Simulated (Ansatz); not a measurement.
# C3H10SeSi: up Jacob's ladder to CCSD(T)

An exercise on one series of results from a longer session: the logs are not shown, and one member is left open.

Computed with Ansatz 0.2.0, Gaussian basis. Level: functionals in def2-TZVPP, the program's frozen cores in correlated methods.

Levels to be run: PBE-D4, r2SCAN-D4, PBE0-D4, B3LYP-D4, ωB97X-V, ωB97M-V, B2PLYP; CCSD(T)/def2-TZVPP; MP2/def2-QZVPP; extrapolation to the limit.

## The relaxed structure

An earlier PBE0-D4 in a triple-zeta def2 set relaxation fixed the geometry.

SMILES `CC[Se][SiH2]C`, 15 atoms, charge 0, spin multiplicity 1.

Atoms are counted from 1 here; the program's logs count them from 0.

Bond lengths: C1–C2 1.512 Å, C1–H6 1.091 Å, C1–H7 1.095 Å, C1–H8 1.092 Å, C2–Se3 1.969 Å, C2–H9 1.091 Å, C2–H10 1.091 Å, Se3–Si4 2.273 Å, Si4–C5 1.866 Å, Si4–H11 1.490 Å, Si4–H12 1.491 Å, C5–H13 1.092 Å, C5–H14 1.093 Å, C5–H15 1.092 Å. Angles: C2–C1–H6 111.1°, C2–C1–H7 110.2°, C2–C1–H8 111.5°, H6–C1–H7 108.2°, H6–C1–H8 107.7°, H7–C1–H8 107.9°, C1–C2–Se3 113.8°, C1–C2–H9 111.5°, C1–C2–H10 112.1°, Se3–C2–H9 103.9°, Se3–C2–H10 107.3°, H9–C2–H10 107.6°, C2–Se3–Si4 97.8°, Se3–Si4–C5 108.0°, Se3–Si4–H11 111.5°, Se3–Si4–H12 108.3°, C5–Si4–H11 110.2°, C5–Si4–H12 111.7° and more.

Set-up of the first run:

in.yaml

```yaml
crystal:
  periodic: [false, false, false]
  atoms:
    - {symbol: C, position_ang: [-1.119240, 2.147623, -0.589627]}
    - {symbol: C, position_ang: [0.286918, 1.712452, -0.934675]}
    - {symbol: Se, position_ang: [0.442781, -0.200577, -1.375850]}
    - {symbol: Si, position_ang: [0.248858, -1.020327, 0.735736]}
    - {symbol: C, position_ang: [0.658574, -2.840260, 0.686501]}
    - {symbol: H, position_ang: [-1.810553, 1.927425, -1.405039]}
    - {symbol: H, position_ang: [-1.145913, 3.225369, -0.399402]}
    - {symbol: H, position_ang: [-1.487522, 1.640652, 0.304477]}
    - {symbol: H, position_ang: [0.653891, 2.218986, -1.828465]}
    - {symbol: H, position_ang: [0.989744, 1.917991, -0.126316]}
    - {symbol: H, position_ang: [-1.124433, -0.815683, 1.275661]}
    - {symbol: H, position_ang: [1.185095, -0.268199, 1.618635]}
    - {symbol: H, position_ang: [-0.025744, -3.372752, 0.022434]}
    - {symbol: H, position_ang: [0.569386, -3.273730, 1.685674]}
    - {symbol: H, position_ang: [1.678158, -2.998981, 0.330265]}
basis:
  gaussian: {orbitals: def2-TZVPP}
hamiltonian: {xc: pbe, dispersion: d4}
output: {forces: true, orbitals: {seedname: orbitals}}
```

Run with:

```console
ansatz run in.yaml --threads 2 --pin off --events-out ev --progress --plain --max-ram 32768MiB --backend cuda --devices 0, --max-vram 18GiB
```

Steps of the session up to this table: PBE-D4 (GGA); r2SCAN-D4 (meta-GGA); PBE0-D4 (hybrid); B3LYP-D4 (hybrid); ωB97X-V (range-separated); ωB97M-V (range-separated); B2PLYP (double hybrid); CCSD(T) in def2-TZVPP; MP2 in def2-QZVPP.

One of the session's tables, all rows but one given; the rest of the session is left out.

It belongs to the step «Atomisation energies». 

```
            method  atomisation energy (kcal/mol)
            PBE-D4                         1294.9
         r2SCAN-D4                         1284.9
           PBE0-D4                         1284.4
          B3LYP-D4                         1282.1
           ωB97X-V                         1285.8
           ωB97M-V                         1282.8
            B2PLYP                         1267.0
     HF/def2-TZVPP                          966.5
    MP2/def2-TZVPP                         1260.7
   CCSD/def2-TZVPP                              ?
CCSD(T)/def2-TZVPP                         1254.8
           MP2/CBS                         1290.6
       CCSD(T)/CBS                         1284.6
```

Estimate the missing values for CCSD/def2-TZVPP.

The run gave: atomisation energy (kcal/mol): 1240.0. In the column «atomisation energy (kcal/mol)» it lies between HF/def2-TZVPP (966.5) and CCSD(T)/def2-TZVPP (1254.8).
